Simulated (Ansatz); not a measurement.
**Ta: biaxial strain in the a-b plane**

An exercise on one series of results from a longer session: the logs are not shown, and one member is left open.

Program: Ansatz 0.2.0. Level of theory: DFT r2SCAN, scalar-relativistic, plane waves, PAW. These are calculated values, not measurements.

2 further runs of the same task are left out: 2 set aside as unsound or not needed.

### The starting structure

The structure is cubic, space group Im-3m (No. 229). Conventional cell: a = 3.305 Å, b = 3.305 Å, c = 3.305 Å, α = 90.00°, β = 90.00°, γ = 90.00°. Ta (site symmetry m-3m) has 8 Ta at 2.86 Å in its first shell of neighbours.

Coordinates:

```cif
data_structure
_symmetry_space_group_name_H-M 'Im-3m'
_symmetry_Int_Tables_number 229
_cell_length_a 3.3047
_cell_length_b 3.3047
_cell_length_c 3.3047
_cell_angle_alpha 90.000
_cell_angle_beta 90.000
_cell_angle_gamma 90.000
_cell_volume 36.09
loop_
_atom_site_label
_atom_site_type_symbol
_atom_site_symmetry_multiplicity
_atom_site_Wyckoff_symbol
_atom_site_fract_x
_atom_site_fract_y
_atom_site_fract_z
_atom_site_occupancy
Ta1 Ta 2 a 0.00000 0.00000 0.00000 1
```

It goes back to an entry of the Materials Project.

The unstrained cell comes from an earlier run at this level (2 atoms, E(σ→0) -19888.6352 eV, gap none (metal)).

Set-up of the first run:

input.yaml

```yaml
crystal:
  lattice:
    - [3.2385714318, 0.0, 0.0]
    - [0.0, 3.2385714318, 0.0]
    - [0.0, 0.0, 3.3443207031]
  atoms:
    - { symbol: Ta, position: [0.0, 0.0, 0.0] }
    - { symbol: Ta, position: [0.5, 0.5, 0.5] }
basis:
  ecutwfc: 500
kpoints:
  mp_grid: { grid: [16, 16, 16] }
hamiltonian:
  xc: r2scan
scf:
  occupations: { method: gaussian, width: 0.1 }
output:
  forces: true
  stress: true
  eigenvalues: true
relax:
  adjacent_minimum: "off"
  f_tol: 0.008
  max_steps: 40
  cell: { stress_tol: 0.015, fix: [a, b, gamma] }
```

Command:

```bash
> ansatz run input.yaml --threads 1 --pin off --max-ram 2560MiB --backend cpu --events-out ev --progress --plain --runs-dir out
```

Steps of the session up to this table: At -2.0 %; The cell strained by +2.0 %; The cell strained by -4.0 %; The cell strained by +4.0 %; The cell strained by -6.0 %; The cell strained by +6.0 %.

One of the session's tables, all rows but one given; the rest of the session is left out.

Lengths are those of the vectors of the cell that was run; stresses in GPa:

| strain (%) | ΔE (meV/atom) | a (Å) | b (Å) | c (Å) |
| --- | --- | --- | --- | --- |
| -6.0 | 105.6 | 3.106 | 3.106 | 3.602 |
| -4.0 | 46.0 | 3.172 | 3.172 | 3.488 |
| -2.0 | ? | ? | ? | ? |
| +0.0 | 0.0 | 3.305 | 3.305 | 3.305 |
| +2.0 | 9.5 | 3.371 | 3.371 | 3.226 |
| +4.0 | 34.8 | 3.437 | 3.437 | 3.134 |
| +6.0 | 62.2 | 3.503 | 3.503 | 3.048 |

Estimate the missing values for strain (%) = -2.0.

Worked estimate for «ΔE (meV/atom)». A straight line through the neighbours (-4.0, 46.0) and (0.0, 0.0) gives 46.0 + (0.0 − 46.0) × (-2.0 + 4.0) / (0.0 + 4.0) = 23.0; a parabola fitted to 4 rows on both sides gives 11.5.

The run gave: ΔE (meV/atom): 10.7; a (Å): 3.239; b (Å): 3.239; c (Å): 3.391. In «ΔE (meV/atom)» the line misses by +12.3 and the parabola by +0.8.

ΔE is over the unstrained cell. Stress in GPa, positive in compression, on the Cartesian axes of the input. 
